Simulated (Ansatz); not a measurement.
# Nb16H: the cost of one run

Method: DFT LDA, plane waves, PAW, scalar-relativistic, no spin polarisation, in Ansatz 0.2.0.

**1. Starting point**

The cell holds 17 atoms (HNb16): a = 6.600 Å, b = 6.600 Å, c = 6.600 Å, α = 90.00°, β = 90.00°, γ = 90.00°.

Coordinates:

```xyz
17
Lattice="6.6000 0.0000 0.0000 0.0000 6.6000 0.0000 0.0000 0.0000 6.6000" Properties=species:S:1:pos:R:3 pbc="T T T"
Nb    0.0000    0.0000    0.0000
Nb    3.3000    0.0000    0.0000
Nb    0.0000    3.3000    0.0000
Nb    0.0000    0.0000    3.3000
Nb    1.6500    1.6500    1.6500
Nb    3.3000    3.3000    0.0000
Nb    3.3000    0.0000    3.3000
Nb    4.9500    1.6500    1.6500
Nb    0.0000    3.3000    3.3000
Nb    1.6500    4.9500    1.6500
Nb    1.6500    1.6500    4.9500
Nb    3.3000    3.3000    3.3000
Nb    4.9500    4.9500    1.6500
Nb    4.9500    1.6500    4.9500
Nb    1.6500    4.9500    4.9500
Nb    4.9500    4.9500    4.9500
H     2.5223    4.9074   -0.0597
```

**2. Relaxing end A**

input.yaml

```yaml
crystal:
  lattice:
    - [6.6, 0.0, 0.0]
    - [0.0, 6.6, 0.0]
    - [0.0, 0.0, 6.6]
  atoms:
    - { symbol: Nb, position: [0.0, 0.0, 0.0] }
    - { symbol: Nb, position: [0.5, 0.0, 0.0] }
    - { symbol: Nb, position: [0.0, 0.5, 0.0] }
    - { symbol: Nb, position: [0.0, 0.0, 0.5] }
    - { symbol: Nb, position: [0.25, 0.25, 0.25] }
    - { symbol: Nb, position: [0.5, 0.5, 0.0] }
    - { symbol: Nb, position: [0.5, 0.0, 0.5] }
    - { symbol: Nb, position: [0.75, 0.25, 0.25] }
    - { symbol: Nb, position: [0.0, 0.5, 0.5] }
    - { symbol: Nb, position: [0.25, 0.75, 0.25] }
    - { symbol: Nb, position: [0.25, 0.25, 0.75] }
    - { symbol: Nb, position: [0.5, 0.5, 0.5] }
    - { symbol: Nb, position: [0.75, 0.75, 0.25] }
    - { symbol: Nb, position: [0.75, 0.25, 0.75] }
    - { symbol: Nb, position: [0.25, 0.75, 0.75] }
    - { symbol: Nb, position: [0.75, 0.75, 0.75] }
    - { symbol: H, position: [0.3821731, 0.7435487, -0.0090513] }
basis:
  ecutwfc: 420.0
kpoints:
  mp_grid: { grid: [3, 3, 3] }
hamiltonian:
  xc: lda
scf:
  occupations: { method: gaussian, width: 0.1 }
  lower_state_search: "off"
relax:
  f_tol: 0.03
  max_steps: 60
  adjacent_minimum: "off"
```

Command:

```sh
ansatz run input.yaml --threads 4 --pin off --max-ram 10240MiB --backend cpu --events-out ev --progress --plain --runs-dir out
```

Q: Estimate wall time and peak memory on 4 threads of Arm Neoverse V2, shared host.

About 57 s, with a peak of 1.1 GiB.
